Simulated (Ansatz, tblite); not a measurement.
# Sn2SeF6: a ladder of methods and basis sets

The task here is to estimate one member of a computed series from the others.

Program: Ansatz 0.2.0, Gaussian basis. Level of theory: as each input shows. These are calculated values, not measurements.

Plan: GFN1-xTB, GFN2-xTB, PBE-D4/def2-TZVP, r2SCAN-D4/def2-TZVP, BHLYP-D4/def2-TZVP, B3LYP-D4/def2-TZVP, HSE06-D4/def2-TZVP, PBE-D4/def2-SVP, PBE0-D4/def2-SVP, PBE0-D4/def2-TZVPD, PBE-D4/def2-TZVPD, BHLYP-D4/def2-TZVPD, MP2/def2-TZVP, RPA/def2-TZVP.

6 further runs of the same task are left out: 3 that didn't finish, 3 set aside as unsound or not needed.

### The structure

The singlet was relaxed beforehand with r2SCAN-D4/def2-SVP.

9 atoms, charge 0, spin multiplicity 1.

Bond lengths: Sn1–F2 1.913 Å, Sn1–F3 1.912 Å, Sn1–F4 2.001 Å, Sn1–Se5 2.470 Å, F4–Sn6 2.321 Å, Se5–Sn6 2.591 Å, Sn6–F7 1.916 Å, Sn6–F8 1.929 Å, Sn6–F9 1.916 Å. Angles: F2–Sn1–F3 103.4°, F2–Sn1–F4 105.6°, F2–Sn1–Se5 123.7°, F3–Sn1–F4 105.9°, F3–Sn1–Se5 123.6°, F4–Sn1–Se5 90.8°, Sn1–F4–Sn6 103.6°, Sn1–Se5–Sn6 84.5°, F4–Sn6–Se5 81.1°, F4–Sn6–F7 81.1°, F4–Sn6–F8 176.2°, F4–Sn6–F9 81.1°, Se5–Sn6–F7 118.0°, Se5–Sn6–F8 95.1°, Se5–Sn6–F9 118.4°, F7–Sn6–F8 100.9°, F7–Sn6–F9 116.6°, F8–Sn6–F9 100.8°.

Coordinates:

| atom | x (Å) | y (Å) | z (Å) |
| --- | --- | --- | --- |
| Sn1 | -1.40324 | 0.03147 | 1.21144 |
| F2 | -1.51692 | -1.11693 | 2.73654 |
| F3 | -2.26436 | 1.63441 | 1.79935 |
| F4 | 0.53613 | 0.48901 | 1.02617 |
| Se5 | -1.47049 | -0.77797 | -1.12146 |
| Sn6 | 1.03420 | -0.11398 | -1.15903 |
| F7 | 1.46920 | 1.74883 | -1.25959 |
| F8 | 1.32772 | -0.65593 | -2.98692 |
| F9 | 2.28777 | -1.23890 | -0.24648 |

Sn takes a core potential in the def2 sets. No spin-orbit coupling is included.

PBE0-D4/def2-TZVP was run before; its log isn't repeated, and its numbers join the tables.

Set-up of the first run:

Tight binding, by tblite at 300 K electronic temperature and without a spin-polarisation term:

```python
tblite.interface.Calculator('GFN1-xTB', numbers, positions, charge=0, uhf=0).singlepoint()
```

Tight binding, by tblite at 300 K electronic temperature and without a spin-polarisation term:

```python
tblite.interface.Calculator('GFN2-xTB', numbers, positions, charge=0, uhf=0).singlepoint()
```

start.molden holds the orbitals of an earlier run on this state, given as this run's starting guess.

Input file in.yaml:

```yaml
crystal:
  periodic: [false, false, false]
  atoms:
    - {symbol: Sn, position_ang: [-1.403236, 0.031467, 1.211441]}
    - {symbol: F, position_ang: [-1.516920, -1.116928, 2.736542]}
    - {symbol: F, position_ang: [-2.264355, 1.634414, 1.799347]}
    - {symbol: F, position_ang: [0.536128, 0.489009, 1.026167]}
    - {symbol: Se, position_ang: [-1.470487, -0.777966, -1.121461]}
    - {symbol: Sn, position_ang: [1.034199, -0.113980, -1.159031]}
    - {symbol: F, position_ang: [1.469195, 1.748825, -1.259586]}
    - {symbol: F, position_ang: [1.327720, -0.655927, -2.986924]}
    - {symbol: F, position_ang: [2.287767, -1.238904, -0.246484]}
basis:
  gaussian: {orbitals: def2-TZVP, initial_orbitals: start.molden}
hamiltonian: {xc: pbe, dispersion: d4}
scf: {omitted_lower_state_checks: [starts]}
output: {orbitals: {seedname: orbitals}}
```

Command:

```console
> ansatz run in.yaml --threads 4 --pin off --events-out ev --progress --plain --max-ram 4787MiB
```

Steps of the session up to this table: PBE-D4/def2-TZVP; r2SCAN-D4/def2-TZVP; BHLYP-D4/def2-TZVP; B3LYP-D4/def2-TZVP; HSE06-D4/def2-TZVP; PBE-D4/def2-SVP; PBE0-D4/def2-SVP; PBE0-D4/def2-TZVPD; PBE-D4/def2-TZVPD; BHLYP-D4/def2-TZVPD; MP2/def2-TZVP; RPA/def2-TZVP.

One of the session's tables, all rows but one given; the rest of the session is left out.

It belongs to the step «Binding energy». 

```
              level  binding an atom (eV)
       HF/def2-TZVP                 2.159
    PBE-D4/def2-SVP                 3.605
   PBE-D4/def2-TZVP                 3.650
  PBE-D4/def2-TZVPD                     ?
r2SCAN-D4/def2-TZVP                 3.536
 B3LYP-D4/def2-TZVP                 3.430
   PBE0-D4/def2-SVP                 3.347
  PBE0-D4/def2-TZVP                 3.425
 PBE0-D4/def2-TZVPD                 3.427
 HSE06-D4/def2-TZVP                 3.425
 BHLYP-D4/def2-TZVP                 3.186
BHLYP-D4/def2-TZVPD                 3.192
      RPA/def2-TZVP                 3.055
      MP2/def2-TZVP                 3.575
```

**Question.** Estimate the row for PBE-D4/def2-TZVPD.

As computed: binding an atom (eV): 3.642. In the column «binding an atom (eV)» it lies between PBE-D4/def2-SVP (3.605) and PBE-D4/def2-TZVP (3.650).

Limits of these values: Free atoms were run apart at each level; binding is atoms less cluster, divided by the number of atoms, without zero-point or spin-orbit terms.
